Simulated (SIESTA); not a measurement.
**Os in SIESTA: convergence with basis size**

The system is Os, a slab with vacuum.

```
Os
1.0
     2.73410    0.00000    0.00000
    -1.36705    2.36780    0.00000
     0.00000    0.00000   23.63940
Os
5
Direct
  0.33333 0.66667 0.31727
  0.66667 0.33333 0.40863
  0.33333 0.66667 0.50000
  0.66667 0.33333 0.59137
  0.33333 0.66667 0.68273
```

The slab is cut from a database's or a generator's crystal, which needn't be the stable form of the element.

```yaml
Program: SIESTA 5.4.2
Task: single point
Functional: PBE
Potentials_or_basis: PseudoDojo 0.4 standard (PBE files)
Basis: SZ (energy shift 0.003 Ry)
Grid_cutoff: 800 Ry
Energy_shift: 0.003 Ry
k_mesh: 8 × 8 × 1
Occupations: fermi-dirac, width 0.05 eV
Spin: no spin polarisation
```

These are the settings of the first run; the series varies basis size, with any setting tied to it.

Hardware: 1 thread of Intel(R) Xeon(R) Platinum 8375C CPU @ 2.90GHz (Ice Lake), on a shared host.

| basis size | energy less the tightest run, at zero smearing (meV/atom) | largest force (eV/Å) | SCF cycles | CPU time (s) | peak memory (GiB) |
| --- | --- | --- | --- | --- | --- |
| SZ | 3359.24 | 0.754 | 13 | 49 | 0.45 |
| SZP | 410.94 | 0.997 | 14 | 100 | 0.58 |
| DZ | 374.58 | 0.812 | 18 | 99 | 0.51 |
| DZP | 92.58 | 0.884 | 17 | 160 | 0.65 |
| DZDP | 53.19 | 0.927 | 16 | 210 | 0.72 |
| TZP | 44.76 | 0.946 | 15 | 200 | 0.72 |
| TZDP | 16.34 | 0.976 | 15 | 260 | 0.8 |
| TZTP | 0.00 | 0.989 | 16 | 360 | 0.89 |

Not settled before the last step: the energy (to 1 meV/atom), the largest force (to 0.005 eV/Å). The tightest run that finished is the yardstick and may itself not be fully converged.

 The run has no spin-orbit coupling, so splittings on Os are missing.
